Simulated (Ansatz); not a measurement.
# Ir: stress in a strained cell

Aim: deform Ir (zz strain of +3 %) and compute stress, forces and field gradients with LAPW, PAW and all-electron datasets made for the crystal.

Program: Ansatz 0.2.0. Level of theory: DFT PBEsol, scalar-relativistic. These are calculated values, not measurements.

## 1. The structure to begin with

Symmetry: Fm-3m, No. 225, cubic system. Conventional cell: a = 3.839 Å, b = 3.839 Å, c = 3.839 Å, α = 90.00°, β = 90.00°, γ = 90.00°. Ir (site symmetry m-3m) is surrounded by 12 Ir at 2.71 Å.

As a file:

```xyz
1
Lattice="0.0000 1.9197 1.9197 1.9197 0.0000 1.9197 1.9197 1.9197 0.0000" Properties=species:S:1:pos:R:3 pbc="T T T"
Ir    0.0000    0.0000    0.0000
```

## 2. After the deformation

Space group Fm-3m before, I4/mmm after.

## 3. All-electron LAPW

Contents of input.yaml:

```yaml
crystal:
  lattice:
    - [0.0, 1.9197, 1.977291]
    - [1.9197, 0.0, 1.977291]
    - [1.9197, 1.9197, 0.0]
  atoms:
    - { symbol: Ir, position: [0.0, 0.0, 0.0] }
kpoints:
  mp_grid: { grid: [15, 15, 15] }
  band_path:
    path:
      - [0.0, 0.0, 0.0]
      - [0.0, 0.5, 0.5]
      - [0.25, 0.75, 0.5]
      - [0.0, 0.5, 0.0]
      - [0.0, 0.0, 0.0]
      - [0.5, 0.5, 0.0]
      - [0.3678244886, 0.6321755114, 0.0]
      - [-0.3678244886, 0.3678244886, 0.0]
      - [0.0, 0.0, 0.0]
    npoints: 5
scf:
  occupations: { method: fermi_dirac, width: 0.05 }
hamiltonian:
  xc: pbesol
  pseudopotentials: { kind: all_electron, lapw: { basis_error: 0.0005 } }
output:
  forces: true
  stress: true
  eigenvalues: true
```

Command:

```sh
> ansatz run input.yaml --threads 1 --pin off --max-ram 3072MiB --backend cpu --events-out ev --progress --plain --runs-dir out
```

## 4. PAW on the default files

Contents of input.yaml:

```yaml
crystal:
  lattice:
    - [0.0, 1.9197, 1.977291]
    - [1.9197, 0.0, 1.977291]
    - [1.9197, 1.9197, 0.0]
  atoms:
    - { symbol: Ir, position: [0.0, 0.0, 0.0] }
kpoints:
  mp_grid: { grid: [15, 15, 15] }
scf:
  occupations: { method: fermi_dirac, width: 0.05 }
hamiltonian:
  xc: pbesol
  pseudopotentials: { kind: paw }
output:
  forces: true
  stress: true
  eigenvalues: true
  efg: { contact_densities: true }
  write_density: true
  write_potential: true
  elf: true
  volumetric_format: npy
```

## 5. Datasets made for this crystal

Changes to input.yaml since step 4:

```diff
@@ -13,3 +13,3 @@
   xc: pbesol
-  pseudopotentials: { kind: paw }
+  pseudopotentials: { kind: all_electron, datasets: crystal }
 output:
@@ -19,5 +19 @@
   efg: { contact_densities: true }
-  write_density: true
-  write_potential: true
-  elf: true
-  volumetric_format: npy
```

(Steps that only read results are left out.)

What does the calculation give? Wanted: pressure; largest shear or deviatoric stress.

The runs gave:

| quantity | value |
| --- | --- |
| pressure | LAPW -12.84, PAW -12.82, crystal datasets -12.84 GPa |
| largest shear or deviatoric stress (LAPW) | 7.20 GPa |

In words: The largest part of the stress beyond the pressure is 7.20 GPa in size, in the zz component. No run of the undeformed cell stands beside it, so the pressure holds what the given cell had before the change. PAW: stress within 0.03 GPa of LAPW. Crystal datasets: stress within 0.01 GPa of LAPW. Spin-orbit coupling is left out, though the cell holds Ir; in elements this heavy it can shift bands and gaps by tenths of an eV.
